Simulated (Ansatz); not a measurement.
# Cs3H: the cost of one run

Program: Ansatz 0.2.0. Level of theory: DFT PBE, scalar-relativistic, plane waves, PAW. These are calculated values, not measurements.

### 1 The starting structure

The structure is cubic, space group Pm-3n (No. 223). Conventional cell: a = 6.757 Å, b = 6.757 Å, c = 6.757 Å, α = 90.00°, β = 90.00°, γ = 90.00°. Around Cs (site symmetry -4m2) lie 2 Cs at 3.38 Å and 4 H at 3.78 Å. H (site symmetry m-3) is surrounded by 12 Cs at 3.78 Å.

Coordinates:

```
CELL_PARAMETERS angstrom
6.75671 0.00000 0.00000
0.00000 6.75671 0.00000
0.00000 0.00000 6.75671
ATOMIC_POSITIONS crystal
Cs 0.25000 0.00000 0.50000
Cs 0.50000 0.75000 0.00000
Cs 0.75000 0.00000 0.50000
Cs 0.50000 0.25000 0.00000
Cs 0.00000 0.50000 0.75000
Cs 0.00000 0.50000 0.25000
H 0.00000 0.00000 0.00000
H 0.50000 0.50000 0.50000
```

A structure generator made this guess: species swapped into a database cell of Ta3Sn (Pm-3n, No. 223), with Cs on the Ta sites and H on the Sn sites. Lengths come from tabulated atomic sizes and are only a guess.

### 2 The guess as it stands, on a coarse mesh

File input.yaml:

```yaml
crystal:
  lattice:
    - [6.75670993, 0.0, 0.0]
    - [0.0, 6.75670993, 0.0]
    - [0.0, 0.0, 6.75670993]
  atoms:
    - { symbol: Cs, position: [0.25, 0.0, 0.5] }
    - { symbol: Cs, position: [0.5, 0.75, 0.0] }
    - { symbol: Cs, position: [0.75, 0.0, 0.5] }
    - { symbol: Cs, position: [0.5, 0.25, 0.0] }
    - { symbol: Cs, position: [0.0, 0.5, 0.75] }
    - { symbol: Cs, position: [0.0, 0.5, 0.25] }
    - { symbol: H, position: [0.0, 0.0, 0.0] }
    - { symbol: H, position: [0.5, 0.5, 0.5] }
basis:
  ecutwfc: 420
kpoints:
  mp_grid: { grid: [4, 4, 4] }
hamiltonian:
  xc: pbe
scf:
  occupations: { method: gaussian, width: 0.1 }
  lower_state_search: "off"
output:
  forces: true
  stress: true
  eigenvalues: true
```

Started as:

```bash
ansatz run input.yaml --threads 1 --pin off --max-ram 2048MiB --backend cpu --events-out ev --progress --plain --runs-dir out
```

**Question.** How long does this run take on 1 thread of Intel Xeon Platinum 8488C (Sapphire Rapids), shared host, and how much memory does it need?

About 5.5 s, with a peak of 0.54 GiB.
